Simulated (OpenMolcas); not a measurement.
**Nb³⁺ among point charges: CASSCF and CASPT2 levels and susceptibility**

How does a field of 6 point charges split the states of Nb³⁺, and what χT follows?

The numbers are computed with OpenMolcas 26.06 (state-averaged CASSCF and CASPT2, spin-orbit coupling by RASSI with atomic mean-field integrals), except any that are marked as measured or tabulated.

### Step 1. The atom as given

* Species: Nb³⁺ (niobium, Z = 41, 38 electrons)
* Basis: ANO-RCC-VTZP [7s6p4d2f1g], 68 functions
* Scalar Hamiltonian: DKH2, point nucleus
* Inactive shells: 1s 2s 2p 3s 3p 3d 4s 4p
* Active space: 2 electrons in 5 orbitals (4d)
* Some configurations of this space: 4d²
* Orbitals: optimised for each spin and parity, averaged over all roots

The outer shells:

4d2
```
4d [↑ ][↑ ][  ][  ][  ]
```

The ion sits among 6 point charges of -1 e arranged as an octahedron (Oh), 1.81 Å from the ion.

Each step is its own input file, run in one work folder so that later steps find the files of earlier ones. Labels, J, g values, rates, χT and fits are worked out afterwards by a script from the matrices that RASSI stores. The input lists half of the charges; inversion (Group=XYZ) makes the rest.

### Step 2. GATEWAY and SEWARD: basis and integrals

Input file a.inp:

```
&GATEWAY
Coord
1

Nb 0.0 0.0 0.0
Basis=ANO-RCC-VTZP
Group=XYZ
NoMove
AngMom=0.0 0.0 0.0
AMFI
XField
3 Angstrom 0
1.810000 0.000000 0.000000 -1.000000
0.000000 1.810000 0.000000 -1.000000
0.000000 0.000000 1.810000 -1.000000
&SEWARD
```

The run is started by

```bash
$ OMP_NUM_THREADS=1 MOLCAS_MEM=1689 MOLCAS_PROJECT=a pymolcas a.inp > a.log
```

Log:

```text
Basis set label: NB.ANO-RCC...7S6P4D2F1G.

      Electronic valence basis set:
      ------------------
      Associated Effective Charge  41.000000 au
      Associated Actual Charge     41.000000 au
      Nuclear Model: Point charge

      Shell  nPrim  nBasis  Cartesian Spherical Contaminant
         s      21       7        X
         p      18       6        X
         d      13       4                 X
         f       6       2                 X
         g       4       1                 X
                  Relativistic Douglas-Kroll-Hess integrals:
                    - DKH order of Hamiltonian: 2
                    - DKH order of Properties : 0
                  Atomic mean-field integrals
```

### Step 3. Reference wave functions, triplets of even parity, 10 roots

Input file a.inp:

```
&RASSCF
FileOrb=start.orb
Symmetry=1
Spin=3
nActEl=2 0 0
Inactive=9 9
Ras2=5 0
CIRoot=10 10 1
SDav=10
CIMx=300
Iter=120 100
PrWF=0.3
OrbListing=Nothing
MaxOrb=0
>>> COPY $Project.JobIph JOB001
```

start.orb holds the contracted functions of the basis, ordered by shell, or the orbitals of the step before.

Log (excerpt; [...] marks lines left out):

```text
[...]
      Number of active orbitals                  5
[...]
      Spin quantum number                      1.0
[...]
      Active orbitals                            5   0
[...]
      Number of CSFs                            10
      Number of root(s) required                10
[...]
      Convergence after 13 iterations
[...]
      Natural orbitals and occupation numbers for root  1
      sym 1:   0.027507   0.972493  -0.000000   0.972493   0.027507
      Natural orbitals and occupation numbers for root  2
      sym 1:   0.992126   0.992126   0.007874  -0.000000   0.007874
      Natural orbitals and occupation numbers for root  3
      sym 1:   0.991898   0.008102  -0.000000   0.991898   0.008102
::    RASSCF root number  1 Total energy:  -3820.53391224
::    RASSCF root number  2 Total energy:  -3820.53391224
::    RASSCF root number  3 Total energy:  -3820.53391224
[...]
::    RASSCF root number  7 Total energy:  -3820.43151042
::    RASSCF root number  8 Total energy:  -3820.43151042
::    RASSCF root number  9 Total energy:  -3820.43151042
::    RASSCF root number 10 Total energy:  -3820.40656473
```

### Step 4. Reference wave functions, singlets of even parity, 15 roots

Input file a.inp:

```
&RASSCF
FileOrb=start.orb
Symmetry=1
Spin=1
nActEl=2 0 0
Inactive=9 9
Ras2=5 0
CIRoot=15 15 1
SDav=15
CIMx=300
Iter=120 100
PrWF=0.3
OrbListing=Nothing
MaxOrb=0
>>> COPY $Project.JobIph JOB002
```

Log (excerpt; [...] marks lines left out):

```text
[...]
      Number of active orbitals                  5
[...]
      Spin quantum number                      0.0
[...]
      Active orbitals                            5   0
[...]
      Number of CSFs                            15
      Number of root(s) required                15
[...]
      Convergence after 12 iterations
[...]
      Natural orbitals and occupation numbers for root  1
      sym 1:   1.034440   0.949417   0.007160   0.007160   0.001823
      Natural orbitals and occupation numbers for root  2
      sym 1:   0.007160   0.374370   0.007160   0.289346   1.321964
      Natural orbitals and occupation numbers for root  3
      sym 1:   0.748725   1.163615   0.004755   0.000030   0.082875
::    RASSCF root number  1 Total energy:  -3820.48868499
::    RASSCF root number  2 Total energy:  -3820.48868499
::    RASSCF root number  3 Total energy:  -3820.48825929
[...]
::    RASSCF root number 12 Total energy:  -3820.41084820
::    RASSCF root number 13 Total energy:  -3820.35047115
::    RASSCF root number 14 Total energy:  -3820.35047115
::    RASSCF root number 15 Total energy:  -3820.28151854
```

### Step 5. RASSI: spin-orbit coupling between the states

Input file a.inp:

```
&RASSI
NrOfJobIphs=2 10 15
1 2 3 4 5 6 7 8 9 10
1 2 3 4 5 6 7 8 9 10 11 12 13 14 15
IphNames
JOB001
JOB002
EJob
SpinOrbit
DIPRint=1.0
SOCoupling=1000.0
Subsets=2
Property=9
'ANGMOM' 1 'ANGMOM' 2 'ANGMOM' 3 'MLTPL  1' 1 'MLTPL  1' 2 'MLTPL  1' 3
'AMFI' 1 'AMFI' 2 'AMFI' 3
SOProperty=3
'ANGMOM' 1 'ANGMOM' 2 'ANGMOM' 3
```

Log (excerpt; [...] marks lines left out):

```text
SPIN-FREE ENERGIES:
  (Shifted by EMIN (a.u.) =      -3820.5339122438)
 SF State       Relative EMIN(au)   Rel lowest level(eV)    D:o, cm**(-1)      L_eff
     1             0.0000000000        0.0000000000              0.0000         2.9
     2             0.0000000000        0.0000000000              0.0000         2.9
     3             0.0000000000        0.0000000000              0.0000         2.9
    11             0.0452272563        1.2306963409           9926.2354         3.1
    12             0.0452272563        1.2306963409           9926.2354         3.1
    13             0.0456529546        1.2422801820          10019.6654         2.9
    14             0.0456529546        1.2422801820          10019.6654         2.9
    15             0.0456529546        1.2422801820          10019.6654         2.9
     4             0.0593301910        1.6144567426          13021.4718         3.0
     5             0.0593301910        1.6144567426          13021.4718         3.0
[...]
Eigenvalues of complex Hamiltonian:
   -----------------------------------
  (Shifted by EMIN (a.u.) =      -3820.5339122438)
 SO State       Relative EMIN(au)   Rel lowest level(eV)    D:o, cm**(-1)     J-value
     1            -0.0022432191        0.0000000000              0.0000         1.9
     2            -0.0022432191        0.0000000000              0.0000         2.2
     3            -0.0020273987        0.0058727726             47.3671         2.0
     4            -0.0020273987        0.0058727726             47.3671         2.2
     5            -0.0020273987        0.0058727726             47.3671         2.2
     6             0.0015964514        0.1044827560            842.7103         2.2
     7             0.0015964514        0.1044827560            842.7103         3.0
     8             0.0015964514        0.1044827560            842.7103         3.0
     9             0.0033779461        0.1529596976           1233.7032         3.0
    10             0.0447840986        1.2796785053          10321.3032         2.3
    11             0.0447840986        1.2796785053          10321.3032         2.3
[...]
```

These steps: 12 s of run time, 1 thread, shared host.

States without spin-orbit coupling:

| state | degeneracy | E (cm-1) | free-ion L (%) |
| --- | --- | --- | --- |
| 3T1 | 3 | 0 | F (93) |
| 1E | 2 | 9926 | D (50) |
| 1T2 | 3 | 10020 | D (58) |
| 3T2 | 3 | 13021 | F (100) |
| 1A1 | 1 | 20337 | G (71) |
| 3T1 | 3 | 22475 | P (93) |
| 1T2 | 3 | 25002 | G (58) |
| 1T1 | 3 | 27009 | G (100) |
| 3A2 | 1 | 27950 | F (100) |
| 1E | 2 | 40261 | G (50) |
| 1A1 | 1 | 55394 | S (71) |

With spin-orbit coupling:

| E (cm-1) | Degeneracy | Label | 2S+1 |
| --- | --- | --- | --- |
| 0.0 | 2 | E | 3 |
| 47.4 | 3 | T2 | 3 |
| 842.7 | 3 | T1 | 3 |
| 1234 | 1 | A1 | 3 |
| 10321 | 3 | T2 | 1 |
| 10397 | 2 | E | 1 |
| 13230 | 1 | A2 | 3 |
| 13526 | 3 | T2 | 3 |
| 13670 | 3 | T1 | 3 |
| 13702 | 2 | E | 3 |
| 20644 | 1 | A1 | 1 |
| 22644 | 1 | A1 | 3 |
| 22724 | 3 | T1 | 3 |
| 23170 | 3 | T2 | 3 |
| 23246 | 2 | E | 3 |
| 25465 | 3 | T2 | 1 |
| 27521 | 3 | T1 | 1 |
| 28608 | 3 | T2 | 3 |
| 40799 | 2 | E | 1 |
| 55937 | 1 | A1 | 1 |

Powder χT (cm³ K/mol): 0.00 at 2 K, 0.01 at 5 K, 0.02 at 10 K, 0.05 at 20 K, 0.10 at 50 K, 0.17 at 100 K, 0.23 at 150 K, 0.29 at 200 K, 0.35 at 250 K, 0.41 at 300 K.

A ligand-field fit to the states below 45000 cm-1 gives 10Dq = 14989 cm-1, B = 688 cm-1 and C = 2789 cm-1 (C/B = 4.05), with a deviation of 332 cm-1.

Orbitals of the lowest block (energies include the constant potential of the surroundings):

| shell | space | energy (hartree) | mean occupation | ⟨r²⟩ (bohr²) |
| --- | --- | --- | --- | --- |
| 1s | inactive | -700.6737 | 2.000 | 0.00172 |
| 2s | inactive | -100.2547 | 2.000 | 0.0292 |
| 2p | inactive | -89.2704 | 6.000 | 0.0231 |
| 3s | inactive | -17.4353 | 2.000 | 0.222 |
| 3p | inactive | -13.7344 | 6.000 | 0.228 |
| 3d | inactive | -7.6655 | 10.000 | 0.224 |
| 4s | inactive | -2.0725 | 2.000 | 1.50 |
| 4p | inactive | -0.9739 | 6.000 | 1.86 |
| 4d | RAS2 |  | 2.000 | 4.06 |

### Step 6. CASPT2: IPEA 0.25, imaginary shift 0.1 (closed shells correlated: 4s 4p)

Input file a.inp:

```
>>> COPY JOB001 $Project.JobIph
&CASPT2
Multistate=10 1 2 3 4 5 6 7 8 9 10
NoMult
Frozen=8 6
IPEA=0.25
Imaginary=0.1
MaxIter=60
WThr=0.0 0.3 0.05
PrWF=0.5
NoMix
>>> COPY JOB002 $Project.JobIph
&CASPT2
Multistate=15 1 2 3 4 5 6 7 8 9 10 11 12 13 14 15
NoMult
Frozen=8 6
IPEA=0.25
Imaginary=0.1
MaxIter=60
WThr=0.0 0.3 0.05
PrWF=0.5
NoMix
```

Log (excerpt; [...] marks lines left out):

```text
[...]
      Active orbitals                            5   0
[...]
      E2 (Variational):          -0.2528050467
      Total energy:           -3820.7867172905
[...]
::    CASPT2 Root  1     Total energy:  -3820.78671729
::    CASPT2 Root  2     Total energy:  -3820.78637106
[...]
::    CASPT2 Root 12     Total energy:  -3820.67357508
::    CASPT2 Root 13     Total energy:  -3820.61457489
::    CASPT2 Root 14     Total energy:  -3820.61456810
::    CASPT2 Root 15     Total energy:  -3820.56351134
```

Time for this run: 6.4 s (1 thread, shared host).

SS-CASPT2: lowest energy less the reference's lowest, -0.2526 hartree; reference weights 0.927 to 0.951.

Spin-free states, with their symmetry labels:

| state | degeneracy | E (cm-1) | free-ion L (%) |
| --- | --- | --- | --- |
| 3T1 | 3 | 0 | F (93) |
| 1T2 | 3 | 7469 | D (58) |
| 1E | 2 | 7776 | D (50) |
| 3T2 | 3 | 13062 | F (100) |
| 1A1 | 1 | 15557 | G (71) |
| 3T1 | 3 | 20498 | P (93) |
| 1T2 | 3 | 22702 | G (58) |
| 1T1 | 3 | 24782 | G (100) |
| 3A2 | 1 | 27857 | F (100) |
| 1E | 2 | 37731 | G (50) |
| 1A1 | 1 | 48937 | S (71) |

With spin-orbit coupling:

```
E (cm-1)  Degeneracy  Label  2S+1
       0           2      E     3
      48           3     T2     3
     850           3     T1     3
    1230           1     A1     3
    7870           3     T2     1
    8260           2      E     1
   13280           1     A2     3
   13490           3     T2     3
   13720           3     T1     3
   13750           2      E     3
   16000           1     A1     1
   20540           1     A1     3
   20760           3     T1     3
   21190           3     T2     3
   21280           2      E     3
   23230           3     T2     1
   25300           3     T1     1
   28480           3     T2     3
   38280           2      E     1
   49500           1     A1     1
```

Powder χT (cm³ K/mol): 0.00 at 2 K, 0.01 at 5 K, 0.02 at 10 K, 0.05 at 20 K, 0.10 at 50 K, 0.17 at 100 K, 0.23 at 150 K, 0.29 at 200 K, 0.35 at 250 K, 0.41 at 300 K.

A ligand-field fit to the states below 45000 cm-1 gives 10Dq = 15015 cm-1, B = 551 cm-1 and C = 2159 cm-1 (C/B = 3.92), with a deviation of 431 cm-1.

### Step 7. The methods side by side

A. CASSCF
B. SS-CASPT2, IPEA 0.25, imaginary shift 0.1 (closed shells correlated: 4s 4p)

| method | ground state | first state of that spin (cm-1) | first gap with spin-orbit (cm-1) | χT at 300 K |
| --- | --- | --- | --- | --- |
| A | 3T1 | 3T2 13020 | 47.4 | 0.41 |
| B | 3T1 | 3T2 13060 | 48.4 | 0.41 |

### Step 8. Summary of results

```
                                            quantity                                                                        value
                                              method  SS-CASPT2, IPEA 0.25, imaginary shift 0.1 (closed shells correlated: 4s 4p)
                              spin-free ground state                                              3T1, 3-fold in its orbital part
first state of the same spin within the active space                                                            3T2 at 13100 cm⁻¹
                                        lowest level                                               2-fold E, g = 0.00, 0.00, 0.00
                                          next level                                                                    48.4 cm⁻¹
                                         χT at 300 K                                                               0.41 cm³ K/mol
                           effective moment at 300 K                                                                      1.80 μB
```

Cost by method:

| method | time of its own steps | time with the reference |
| --- | --- | --- |
| A. CASSCF | 12 s | 12 s |
| B. SS-CASPT2, IPEA 0.25, imaginary shift 0.1, +4s 4p | 6.4 s | 18 s |

Times are of one thread on a shared host.

What this shows: The spin-free ground state (3T1) comes to 93 % from free-ion F terms and keeps the highest spin of the shell. χT at 300 K is 0.41, against 1.00 cm³ K/mol for the spin alone, so spin-orbit coupling lowers it. A ligand-field fit to the states below 45000 cm-1 gives 10Dq = 15015 cm-1, B = 551 cm-1 and C = 2159 cm-1 (C/B = 3.92), with a deviation of 431 cm-1. CASPT2 does not keep the components of a term degenerate, and the means are used. The field of point charges can differ much from that of real complexes. This is an electrostatic model: the charges have no orbitals.
